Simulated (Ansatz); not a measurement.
# H2Pt: from a guess to a relaxed structure

Aim: relax a trial structure of H2Pt and see where it ends.

Method: DFT PBE, scalar-relativistic, plane waves, PAW, in Ansatz 0.2.0.

## (1) Starting point

It takes space group P6/mmm (No. 191, hexagonal). The conventional cell has a = 2.850 Å, b = 2.850 Å, c = 5.483 Å, α = 90.00°, β = 90.00°, γ = 120.00°. H (site symmetry 6mm) is surrounded by 1 H at 1.30 Å. Pt (site symmetry 6/mmm) is surrounded by 2 H at 2.09 Å.

Structure file:

```cif
data_structure
_symmetry_space_group_name_H-M 'P 1'
_symmetry_Int_Tables_number 1
_cell_length_a 2.8499
_cell_length_b 2.8499
_cell_length_c 5.4831
_cell_angle_alpha 90.000
_cell_angle_beta 90.000
_cell_angle_gamma 120.000
_cell_volume 38.57
loop_
_atom_site_label
_atom_site_type_symbol
_atom_site_fract_x
_atom_site_fract_y
_atom_site_fract_z
_atom_site_occupancy
H1 H 0.00000 0.00000 0.38185 1
H2 H 0.00000 0.00000 0.61815 1
Pt1 Pt 0.00000 0.00000 0.00000 1
```

Recipe of the guess: random cell by space group and Wyckoff sites (P6/mmm, No. 191). The dimensions are guesses.

## (2) Probe: one point on a coarse mesh

File input.yaml:

```yaml
crystal:
  lattice:
    - [2.84988545, 0.0, 0.0]
    - [-1.42494273, 2.4680732, 0.0]
    - [0.0, 0.0, 5.48306057]
  atoms:
    - { symbol: H, position: [0.0, 0.0, 0.38184973] }
    - { symbol: H, position: [0.0, 0.0, 0.61815027] }
    - { symbol: Pt, position: [0.0, 0.0, 0.0] }
basis:
  ecutwfc: 420
kpoints:
  mp_grid: { grid: [9, 9, 4] }
hamiltonian:
  xc: pbe
scf:
  occupations: { method: gaussian, width: 0.1 }
  lower_state_search: "off"
output:
  forces: true
  stress: true
  eigenvalues: true
```

On the command line:

```console
ansatz run input.yaml --threads 1 --pin off --max-ram 2048MiB --backend cpu --events-out ev --progress --plain --runs-dir out
```

Further runs follow: coarse relaxation; final relaxation.

What does the calculation give? Wanted: conventional cell; volume; energy over the elements; gap on the mesh.

As calculated:

```
                                                              quantity                                                                       value
                                symmetry at the end (tolerance 0.05 Å)                                                space group P6/mmm (No. 191)
                                                     conventional cell  a = 2.709 Å, b = 2.709 Å, c = 4.451 Å, α = 90.00°, β = 90.00°, γ = 120.00°
                                                                volume                                                                9.43 Å³/atom
energy over the elements (uncorrected; H, N, O, F and Cl as molecules)                                                               +0.17 eV/atom
                                                       gap on the mesh                                                                none (metal)
```

**Reading.** The space group P6/mmm (No. 191) is kept, and the volume per atom shrinks by 26.7 % from the first guess. With a positive formation energy it can't be a ground state. No finished test with a distortion of lower symmetry is shown, so the end may be a saddle point. Spin-orbit coupling is left out for Pt.
